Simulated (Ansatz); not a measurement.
Geometry optimisation, DFT PBEsol, scalar-relativistic, plane waves, PAW (Ansatz 0.2.0).

Input file:

```yaml
crystal:
  lattice:
    - [0.0, 5.43, 5.43]
    - [5.43, 0.0, 5.43]
    - [5.43, 5.43, 0.0]
  atoms:
    - { symbol: Si, position: [0.0, 0.0, 0.0] }
    - { symbol: Si, position: [0.125, 0.125, 0.125] }
    - { symbol: Si, position: [0.0, 0.0, 0.5] }
    - { symbol: Si, position: [0.125, 0.125, 0.625] }
    - { symbol: Si, position: [0.0, 0.5, 0.0] }
    - { symbol: Si, position: [0.125, 0.625, 0.125] }
    - { symbol: Si, position: [0.0, 0.5, 0.5] }
    - { symbol: Si, position: [0.125, 0.625, 0.625] }
    - { symbol: Si, position: [0.5, 0.0, 0.0] }
    - { symbol: Si, position: [0.625, 0.125, 0.125] }
    - { symbol: Si, position: [0.5, 0.0, 0.5] }
    - { symbol: Si, position: [0.625, 0.125, 0.625] }
    - { symbol: Si, position: [0.5, 0.5, 0.0] }
    - { symbol: Si, position: [0.625, 0.625, 0.125] }
    - { symbol: Si, position: [0.5, 0.5, 0.5] }
    - { symbol: Si, position: [0.625, 0.625, 0.625] }
    - { symbol: Ge, position: [0.2479603, 0.7562842, 0.2446966] }
basis:
  ecutwfc: 420.0
kpoints:
  mp_grid: { grid: [2, 2, 2] }
hamiltonian:
  xc: pbesol
  pseudopotentials: { kind: paw, azcp: { folder: soft_1 } }
scf:
  occupations: { method: gaussian, width: 0.05 }
  lower_state_search: "off"
relax:
  f_tol: 0.03
  max_steps: 60
  adjacent_minimum: "off"
```

Launched with:

```bash
$ ansatz run input.yaml --threads 1 --pin off --max-ram 3072MiB --backend cpu --events-out ev --progress --plain --runs-dir out
```

Question: Where does it end, and by what steps?

Answer: The run converged. Limits of this set-up: PAW files made for another functional, a small cell, in which the defect meets its images. After 3 steps the energy has fallen by 0.322 eV; Si2 moved furthest, 0.08 Å.

| step | energy less start (eV) | largest force component (eV/Å) | accepted |
| --- | --- | --- | --- |
| 0 | 0.0000 | 1.053 | yes |
| 1 | -0.2849 | 0.370 | yes |
| 2 | -0.3217 | 0.050 | yes |
| 3 | -0.3222 | 0.020 | yes |

```xyz
17
Lattice="0.0000 5.4300 5.4300 5.4300 0.0000 5.4300 5.4300 5.4300 0.0000" Properties=species:S:1:pos:R:3
Si 0.000 -0.050 0.001
Si 1.401 1.314 1.401
Si 2.763 2.713 0.001
Si 4.064 4.079 1.367
Si 2.716 -0.006 2.718
Si 4.031 1.316 4.031
Si 5.430 2.713 2.668
Si 6.826 4.110 4.034
Si 0.000 2.713 2.764
Si 1.367 4.080 4.064
Si 2.715 5.429 2.716
Si 4.064 6.777 4.065
Si 2.667 2.713 5.431
Si 4.032 4.112 6.828
Si 5.430 5.475 5.431
Si 6.796 6.778 6.796
Ge 5.431 2.707 5.435
```

Whether the end is a true minimum wasn't checked by a vibrational analysis.

Time of the run: 24 s on 1 thread of Arm Neoverse V1, with other jobs on the host, peak memory 0.54 GiB.
